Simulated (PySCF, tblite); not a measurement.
# C4H8FO2S radical: geometry, infrared bands and EPR parameters

Aim: predict the infrared bands and EPR parameters of C4H8FO2S radical (`COC[C@H]([S])OCF`).

The runs use tblite 0.8.0 and PySCF 2.14.0, with density-fitted response routines of our own; the level of theory stands in each step. All values are computed, except where a source is named. Atoms are numbered from 0 throughout.

## (1) The molecule as given

16 atoms, charge 0, multiplicity 2; geometry from: force field or distance geometry start.

Bonds of the start (Å): C0–O1 1.41, O1–C2 1.45, C2–C3 1.55, C3–S4 1.83, C3–O5 1.44, O5–C6 1.42, C6–F7 1.37, C0–H8 1.09, C0–H9 1.11, C0–H10 1.10, C2–H11 1.10, C2–H12 1.09, C3–H13 1.10, C6–H14 1.10, C6–H15 1.08.

## (2) Optimising the geometry with GFN2-xTB

The job: settings as JSON, then the geometry in Å.

```
{"job": {"kind": "relax", "xc": "GFN2-xTB", "basis": "xTB"}, "charge": 0, "multiplicity": 2}
C     -2.564700     0.600100     0.177400
O     -1.928600    -0.594700     0.556400
C     -0.773100    -0.908800    -0.256500
C      0.430000     0.055600    -0.077600
S      0.452600     1.356400    -1.365300
O      1.611900    -0.758000    -0.173400
C      2.778900    -0.068800     0.256300
F      3.678200    -1.021200     0.658600
H     -1.983100     1.471600     0.481200
H     -3.534300     0.650500     0.710900
H     -2.781600     0.614700    -0.898000
H     -1.107300    -1.004700    -1.303400
H     -0.486700    -1.913900     0.055600
H      0.379000     0.456800     0.944800
H      2.589600     0.581400     1.126700
H      3.231700     0.492000    -0.546100
```

Command:

```
$ OMP_NUM_THREADS=1 python probes_run.py task.json out
```

The driver reads the jobs from task.json and runs them one after another.

**Question.** This job is followed by: GFN2-xTB harmonic vibrations, gas phase; UKS B3LYP, pcH-1 on C F H O S, non-relativistic, mean-field spin-orbit, GIAO. Predict these results of the whole session: strongest single infrared mode (GFN2-xTB); zero-point energy (GFN2-xTB); g(iso) (B3LYP); ⟨S²⟩; largest a(iso) (averaged by class); potential on the surface of density 0.002 e/bohr³, 1st and 99th percentile; property runs in this session.

**Answer**, as computed:

| quantity | value |
| --- | --- |
| strongest single infrared mode (GFN2-xTB) | 982 cm⁻¹, 120 km/mol |
| zero-point energy (GFN2-xTB) | 74.9 kcal/mol |
| g(iso) (B3LYP) | 2.09201 |
| ⟨S²⟩ | 0.753 (exact 0.75) |
| largest a(iso) (averaged by class) | 1H on H13, 51.8 MHz |
| potential on the surface of density 0.002 e/bohr³, 1st and 99th percentile | -1.11 V and 1.01 V |
| property runs in this session | 1, of which 0 failed and 1 gave unsound results |

**Reading.** The optimisation took 130 steps and gained 0.433 eV; among the close pairs (by a distance rule), O1–C2 changed most, from 1.447 to 1.390 Å. No mode is imaginary among the 42: a minimum at this level. The strongest single mode, at 982 cm⁻¹, is carried by C6, F7, C3. Unscaled tight-binding wavenumbers are off by several per cent, some by more. Its intensities can rank the bands wrongly. Most of the unpaired spin sits on S4 (0.92 e). The isotropic g lies 89.7 ppt above the free-electron value. These values are not to be trusted: the run shows nearly degenerate orbitals, where second-order g theory doesn't apply. These values are for one conformer; the search (at its own cheap level) found 2 more, at 1.27, 1.86 kcal/mol, and measured spectra average over such forms.
